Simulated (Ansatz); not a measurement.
Write a Python script for Ansatz 0.2.0, Python API that makes a small convex hull of the Ti-Nb system. Level of theory (first run): PBEsol, PAW, cutoff 500 eV, 10×10×6 k-points, Fermi-Dirac smearing of 0.1 eV.

Input file `tinb_tinb_cmmm.cif`:
```cif
data_TiNb
_cell_length_a 2.840111
_cell_length_b 2.840111
_cell_length_c 4.645946
_cell_angle_alpha 90.00000
_cell_angle_beta 90.00000
_cell_angle_gamma 109.40867
_symmetry_space_group_name_H-M 'P 1'
_symmetry_Int_Tables_number 1
loop_
_symmetry_equiv_pos_as_xyz
'x, y, z'
loop_
_atom_site_label
_atom_site_type_symbol
_atom_site_fract_x
_atom_site_fract_y
_atom_site_fract_z
Ti1 Ti    0.500000    0.500000    0.500000
Nb2 Nb    0.000000    0.000000    0.000000
```

Input file `tinb_ti3nb_pm_3m.cif`:
```cif
data_Ti3Nb
_cell_length_a 4.133433
_cell_length_b 4.133433
_cell_length_c 4.133433
_cell_angle_alpha 90.00000
_cell_angle_beta 90.00000
_cell_angle_gamma 90.00000
_symmetry_space_group_name_H-M 'P 1'
_symmetry_Int_Tables_number 1
loop_
_symmetry_equiv_pos_as_xyz
'x, y, z'
loop_
_atom_site_label
_atom_site_type_symbol
_atom_site_fract_x
_atom_site_fract_y
_atom_site_fract_z
Ti1 Ti    0.000000    0.500000    0.500000
Ti2 Ti    0.500000    0.000000    0.500000
Ti3 Ti    0.500000    0.500000    0.000000
Nb4 Nb    0.000000    0.000000    0.000000
```

`tinb_ti.cif`
```cif
data_Ti
_cell_length_a 2.950000
_cell_length_b 2.950000
_cell_length_c 4.680000
_cell_angle_alpha 90.00000
_cell_angle_beta 90.00000
_cell_angle_gamma 120.00000
_symmetry_space_group_name_H-M 'P 1'
_symmetry_Int_Tables_number 1
loop_
_symmetry_equiv_pos_as_xyz
'x, y, z'
loop_
_atom_site_label
_atom_site_type_symbol
_atom_site_fract_x
_atom_site_fract_y
_atom_site_fract_z
Ti1 Ti    0.333333    0.666667    0.250000
Ti2 Ti    0.666667    0.333333    0.750000
```

Contents of `tinb_nb.cif`:
```cif
data_Nb
_cell_length_a 2.882046
_cell_length_b 2.882046
_cell_length_c 2.882046
_cell_angle_alpha 109.47122
_cell_angle_beta 109.47122
_cell_angle_gamma 109.47122
_symmetry_space_group_name_H-M 'P 1'
_symmetry_Int_Tables_number 1
loop_
_symmetry_equiv_pos_as_xyz
'x, y, z'
loop_
_atom_site_label
_atom_site_type_symbol
_atom_site_fract_x
_atom_site_fract_y
_atom_site_fract_z
Nb1 Nb    0.000000    0.000000    0.000000
```

`hull_tinb.py`
```python
"""Stability of Ti-Nb compounds against each other, after relaxing cells and atoms."""

from collections import Counter
import csv
import logging
import sys
import warnings

import ansatz as az
from ase.io import read
from pymatgen.analysis.phase_diagram import PDEntry, PhaseDiagram
from pymatgen.core import Composition

logging.basicConfig(stream=sys.stdout, format="[%(levelname)s] %(message)s")
logger = logging.getLogger("calc")
logger.setLevel(logging.INFO)

FUNCTIONAL = "pbesol"
TOLERANCE = 1e-06
ECUT = 500
K_SPACING = 0.26
FILLING = "fermi_dirac"
SMEARING_WIDTH = 0.1


def run_phase(name, crystal):
    calc = (
        crystal.calculation()
        .functional(FUNCTIONAL)
        .scf(tolerance=TOLERANCE)
        .basis(ECUT)
        .kpoints(spacing=K_SPACING)
        .occupations(FILLING, width=SMEARING_WIDTH)
    )
    calc = calc.relax(force_tolerance=0.02, max_steps=60, cell=True)
    return calc.run(threads=1, pin="off")


def counts(outcome):
    return Counter(site.symbol for site in outcome.lattice.sites)

warnings.simplefilter("ignore")

phases = {}
atoms = read("tinb_tinb_cmmm.cif")
tinb_cmmm = az.Crystal.from_ase(atoms)
phases["TiNb Cmmm"] = tinb_cmmm
atoms = read("tinb_ti3nb_pm_3m.cif")
ti3nb_pm_3m = az.Crystal.from_ase(atoms)
phases["Ti3Nb Pm-3m"] = ti3nb_pm_3m
atoms = read("tinb_ti.cif")
ti = az.Crystal.from_ase(atoms)
phases["Ti"] = ti
atoms = read("tinb_nb.cif")
nb = az.Crystal.from_ase(atoms)
phases["Nb"] = nb

done = {}
for name, crystal in phases.items():
    done[name] = run_phase(name, crystal)
    logger.info(f"{name}: {done[name].report['energy_sigma0_ev']:.4f} eV, {len(done[name].lattice.sites)} atoms")

entries = [PDEntry(Composition(dict(counts(o))), o.report["energy_sigma0_ev"], name=name) for name, o in done.items()]
diagram = PhaseDiagram(entries)
rows = [(e.name, e.composition.get_atomic_fraction("Nb"), diagram.get_form_energy_per_atom(e), diagram.get_e_above_hull(e)) for e in entries]
rows.sort(key=lambda row: row[1])
with open("hull.csv", "w", newline="") as handle:
    writer = csv.writer(handle)
    writer.writerow(["phase", "x(Nb)", "E_form (eV/atom)", "above hull (eV/atom)"])
    writer.writerows([round(v, 4) if isinstance(v, float) else v for v in row] for row in rows)
print(open("hull.csv").read())
print("on the hull of these phases:", ", ".join(row[0] for row in rows if row[3] < 1e-6))
```

```console
$ python hull_tinb.py
[INFO] TiNb Cmmm: -6969.2855 eV, 2 atoms
[INFO] Ti3Nb Pm-3m: -11916.8040 eV, 4 atoms
[INFO] Ti: -4947.7906 eV, 2 atoms
[INFO] Nb: -4495.4442 eV, 1 atoms
phase,x(Nb),E_form (eV/atom),above hull (eV/atom)
Ti,0.0,0.0,0.0
Ti3Nb Pm-3m,0.25,0.0815,0.0815
TiNb Cmmm,0.5,0.027,0.027
Nb,1.0,0.0,0.0

on the hull of these phases: Ti, Nb
```

These settings explore the input space; cutoff and mesh may be short of convergence. For the metals among these phases the mesh is modest: differences between phases can be off by up to 40 meV an atom. The program warned that this SCF threshold is loose for forces or stresses. The cells come from databases of deposited and of computed structures, and not all need be stable phases. Differences under about 40 meV an atom lie within the error of mesh and functional, so such verdicts may flip; only the cells listed enter the hull. The script silences warnings, which a real study should read. Finished in 49 s on 1 thread of Intel(R) Xeon(R) Platinum 8488C (Sapphire Rapids), with other jobs on the host, peak memory 0.65 GiB.
